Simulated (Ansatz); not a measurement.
# C₂H₈BN: one species, many methods

One table from this session's results is given with a row withheld; the runs are named, their logs left out.

Program: Ansatz 0.2.0, Gaussian basis. Level of theory: functionals in def2-TZVPP, the program's frozen cores in correlated methods. These are calculated values, not measurements.

The runs, in order: LDA (SPW92), PBE-D4, revPBE-D4, BLYP-D4, r2SCAN-D4, B97M-V, PBE0-D4, B3LYP-D4, r2SCANh-D4, r2SCAN0-D4, HSE06-D4, BHLYP-D4, CAM-B3LYP-D4, LC-ωPBE, ωB97X-V, ωB97M-V, B2PLYP, PBE-QIDH; CCSD(T)/def2-SVP; CCSD(T)/def2-TZVPP; MP2/def2-QZVPP; extrapolation to the limit; RPA on PBE.

### The relaxed structure

An earlier PBE0-D4 in a triple-zeta def2 set relaxation fixed the geometry.

12 atoms, charge 0, spin multiplicity 1.

Atoms are counted from 1 here; the program's logs count them from 0.

Bond lengths: C1–B2 1.557 Å, C1–H5 1.092 Å, C1–H6 1.100 Å, C1–H7 1.094 Å, B2–C3 1.555 Å, B2–H8 1.205 Å, C3–N4 1.451 Å, C3–H9 1.114 Å, C3–H10 1.099 Å, N4–H11 1.011 Å, N4–H12 1.011 Å. Angles: B2–C1–H5 115.2°, B2–C1–H6 107.2°, B2–C1–H7 112.2°, H5–C1–H6 107.6°, H5–C1–H7 109.3°, H6–C1–H7 104.8°, C1–B2–C3 121.9°, C1–B2–H8 118.9°, C3–B2–H8 119.2°, B2–C3–N4 116.5°, B2–C3–H9 102.1°, B2–C3–H10 109.3°, N4–C3–H9 114.4°, N4–C3–H10 109.9°, H9–C3–H10 103.5°, C3–N4–H11 112.2°, C3–N4–H12 110.9°, H11–N4–H12 107.8°.

The first run:

Contents of in.yaml:

```yaml
crystal:
  periodic: [false, false, false]
  atoms:
    - {symbol: C, position_ang: [-1.132781, 1.453492, -0.321350]}
    - {symbol: B, position_ang: [-0.651712, 0.030338, 0.088705]}
    - {symbol: C, position_ang: [0.847147, -0.379471, 0.026255]}
    - {symbol: N, position_ang: [1.211386, -1.610585, 0.702887]}
    - {symbol: H, position_ang: [-0.364425, 2.095575, -0.758279]}
    - {symbol: H, position_ang: [-1.500162, 1.947422, 0.589784]}
    - {symbol: H, position_ang: [-1.999187, 1.420081, -0.989233]}
    - {symbol: H, position_ang: [-1.469699, -0.783863, 0.434850]}
    - {symbol: H, position_ang: [1.044086, -0.380961, -1.070397]}
    - {symbol: H, position_ang: [1.466257, 0.448726, 0.397525]}
    - {symbol: H, position_ang: [2.106180, -1.965799, 0.393862]}
    - {symbol: H, position_ang: [0.520011, -2.329955, 0.539391]}
basis:
  gaussian: {orbitals: def2-TZVPP}
hamiltonian: {xc: lda}
output: {orbitals: {seedname: orbitals}}
```

The run is started by

```bash
> ansatz run in.yaml --threads 2 --pin off --events-out ev --progress --plain --max-ram 4352MiB
```

Steps of the session up to this table: LDA; PBE-D4 (GGA); revPBE-D4 (GGA); BLYP-D4 (GGA); r2SCAN-D4 (meta-GGA); B97M-V (meta-GGA); B3LYP-D4 (hybrid); r2SCANh-D4 (hybrid); r2SCAN0-D4 (hybrid); HSE06-D4 (hybrid); BHLYP-D4 (hybrid); CAM-B3LYP-D4 (range-separated); LC-ωPBE (range-separated); ωB97X-V (range-separated); ωB97M-V (range-separated); B2PLYP (double hybrid); PBE-QIDH (double hybrid).

One table of the session follows, with a row left open; its other results are not shown here.

It belongs to the step «Frontier levels by functional». 

| functional | HOMO (eV) | gap (eV) |
| --- | --- | --- |
| LDA (SPW92) | ? | ? |
| PBE-D4 | -5.22 | 3.53 |
| revPBE-D4 | -5.18 | 3.60 |
| BLYP-D4 | -5.12 | 3.57 |
| r2SCAN-D4 | -5.52 | 4.24 |
| B97M-V | -5.69 | 4.35 |
| PBE0-D4 | -6.70 | 6.03 |
| B3LYP-D4 | -6.47 | 5.56 |
| r2SCANh-D4 | -6.08 | 5.14 |
| r2SCAN0-D4 | -6.91 | 6.49 |
| HSE06-D4 | -6.29 | 5.24 |
| BHLYP-D4 | -8.12 | 8.50 |
| CAM-B3LYP-D4 | -8.16 | 8.58 |
| LC-ωPBE | -9.55 | 11.20 |
| ωB97X-V | -9.20 | 10.73 |
| ωB97M-V | -9.12 | 10.38 |

**Question.** Estimate the row for LDA (SPW92).

**Answer.** HOMO (eV): -5.32; gap (eV): 3.38. In the column «HOMO (eV)» it lies between r2SCAN-D4 (-5.52) and PBE-D4 (-5.22).
